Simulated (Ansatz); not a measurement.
Rh, space group Fm-3m, a test of the smearing width

Computed with Ansatz's Python interface.

Run as a notebook:

In [1]:
```python
import warnings

import ansatz as az
import matplotlib.pyplot as plt

warnings.simplefilter("ignore", az.DeckWarning)
```

In [2]:
```python
lattice = az.Lattice.of(
    (0.0, 1.89785, 1.89785),
    (1.89785, 0.0, 1.89785),
    (1.89785, 1.89785, 0.0),
)
sites = [
    ("Rh", (0.0, 0.0, 0.0)),
]
structure = az.Crystal(lattice=lattice)
for symbol, position in sites:
    structure = structure.atom(symbol, position)
```

In [3]:
```python
[site.symbol for site in structure.resolved().sites]
```
Out [3]:
```text
['Rh']
```

In [4]:
```python
model = (
    structure.calculation()
    .kpoints(spacing=0.2)
    .pseudopotentials("paw")
)
```

In [5]:
```python
rows = []
for value in [0.3, 0.2, 0.1, 0.05]:
    data = model.occupations("gaussian", width=value).run(threads=1).report
    rows.append((value, data["free_energy_ev"] / len(data["lattice"]["sites"]), data["n_iterations"], data["n_kpoints"]))
```

In [6]:
```python
print("  width (eV)   F/atom (eV)    iterations      k-points")
for row in rows:
    print(f"{str(row[0]):>12s}  {row[1]:12.5f}  {row[2]:12d}  {row[3]:12d}")
```
```text
  width (eV)   F/atom (eV)    iterations      k-points
         0.3   -6402.91001             6           120
         0.2   -6402.89383             6           120
         0.1   -6402.88401             6           120
        0.05   -6402.88140             6           120
```

In [7]:
```python
# differences from the last row
for row in rows[:-1]:
    shift = 1000 * (row[1] - rows[-1][1])
    print(f"{row[0]}: {shift:+.2f} meV/atom" + ("  (within 2 meV)" if abs(shift) < 2 else ""))
plt.figure(figsize=(4.5, 3))
plt.plot([str(row[0]) for row in rows], [1000 * (row[1] - rows[-1][1]) for row in rows], "o-")
plt.xlabel("width (eV)")
plt.ylabel("F - F(last) (meV/atom)")
plt.tight_layout()
plt.savefig("smear.png", dpi=100)
```
```text
0.3: -28.61 meV/atom
0.2: -12.43 meV/atom
0.1: -2.62 meV/atom
```

Going from 0.05 to 0.3 eV changes F by -28.6 meV an atom. With this scheme F falls roughly as the square of the width; the report's estimate for zero width (energy_sigma0_ev) moves by only +0.1 meV.

Notes:
- No spin polarisation was allowed.
- The free energy holds a sizeable smearing term, which stands for no physical temperature.
- Of the deposited cell: the entry's cell lengths or inner coordinates differ somewhat from later room-temperature determinations.
- The narrowest width needs the finest mesh, so the last row is no converged reference.
- No functional is typed, so the default, PBE, holds.
- Timing: 5.9 s on 1 thread of Arm Neoverse V1 (shared host), peak memory 0.36 GiB.
